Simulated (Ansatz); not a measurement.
# LaH3 (Fm-3m): scan of the axial ratio at fixed volume in Python

Which axial ratio does LaH3 (Fm-3m) prefer at fixed volume? The task is a scan of the axial ratio at fixed volume, for LaH3 (Fm-3m).

Computed with Ansatz 0.2.0, driven from Python. Level of theory: DFT PBEsol, plane waves, PAW.

## Step 1: Starting point

It takes space group Fm-3m (No. 225, cubic). Conventional cell: a = 5.573 Å, b = 5.573 Å, c = 5.573 Å, α = 90.00°, β = 90.00°, γ = 90.00°. Around La (site symmetry m-3m) lie 8 H at 2.41 Å. H (site symmetry m-3m) is surrounded by 8 H at 2.41 Å. H (site symmetry -43m) is surrounded by 4 La at 2.41 Å and 4 H at 2.41 Å.

No structure file is read: the coordinates are typed or built in the script.

## Step 2: Script

Input file lah3_ca.py:

```python
"""Energy of LaH3 against the axial ratio at fixed volume."""

import ansatz as az
import matplotlib.pyplot as plt
import numpy as np

SCF_TOL = 1e-08
OCCUPATIONS = "cold"
SMEARING_WIDTH = 0.1
FUNCTIONAL = "PBEsol"
KMESH = (10, 10, 10)

vectors0 = np.array([
    [0.0, 2.786479, 2.786479],
    [2.786479, 0.0, 2.786479],
    [2.786479, 2.786479, 0.0],
])
sites = [
    ("La", (0.0, 0.0, 0.0)),
    ("H", (0.5, 0.5, 0.5)),
    ("H", (0.75, 0.75, 0.75)),
    ("H", (0.25, 0.25, 0.25)),
]


def crystal_on(cell):
    crystal = az.Crystal(lattice=az.Lattice.of(cell))
    for symbol, position in sites:
        crystal = crystal.atom(symbol, position)
    return crystal

# stretch z by the ratio to the power 2/3 and shrink x and y to keep the volume
values = np.linspace(0.96, 1.04, 5)
energies = []
for ratio in values:
    cell = vectors0 * np.array([ratio ** (-1 / 3), ratio ** (-1 / 3), ratio ** (2 / 3)])
    base = (
        crystal_on(cell).calculation()
        .accuracy("low")
        .scf(tolerance=SCF_TOL)
        .occupations(OCCUPATIONS, width=SMEARING_WIDTH)
        .functional(FUNCTIONAL)
        .kpoints(*KMESH)
    )
    energies.append(base.run().report["free_energy_ev"] / len(sites))
    print(f"ratio {ratio:.3f}  F = {energies[-1]:.5f} eV/atom")
energies = np.array(energies)

for value, e in zip(values, energies):
    print(f"ratio {value:7.3f}   E - Emin = {1000 * (e - energies.min()):9.3f} meV/atom")
plt.figure(figsize=(4.5, 3))
plt.plot(values, 1000 * (energies - energies.min()), "o-")
plt.xlabel("ratio")
plt.ylabel("meV/atom")
plt.tight_layout()
plt.savefig("ca.png", dpi=100)
best = int(np.argmin(energies))
if 0 < best < len(values) - 1:
    a, b, _ = np.polyfit(values[best - 1 : best + 2], energies[best - 1 : best + 2], 2)
    print(f"minimum at {-b / (2 * a):.4f} times the starting ratio")
else:
    print("the minimum lies at or beyond the end of the scan")
```

## Step 3: Running it

On the command line:

```
> python lah3_ca.py
```

Without the output at hand: what should come out? Wanted: best axial ratio, against the start; range of energy; lowest point, z stretch over x stretch, against run 1.

The runs gave:

```
                                             quantity          value
                  best axial ratio, against the start         1.0015
                                        runs compared              5
                                      range of energy  0.61 meV/atom
lowest point, z stretch over x stretch, against run 1         1.0417
```

**Reading.** The lowest point, at 1.0417, lies inside the range. So shallow a minimum is within the error of mesh and smearing. The ends stand 0.61 and 0.356 meV/atom above it. This cell is a computed structure, which may not be the phase found in nature. The ratio is c/a at fixed volume, with fractional positions held, so the curve is too stiff where atoms have free coordinates. Where the curve spans only a few meV an atom, the mesh's noise shapes it; in a cubic cell symmetry fixes an extremum at 1.
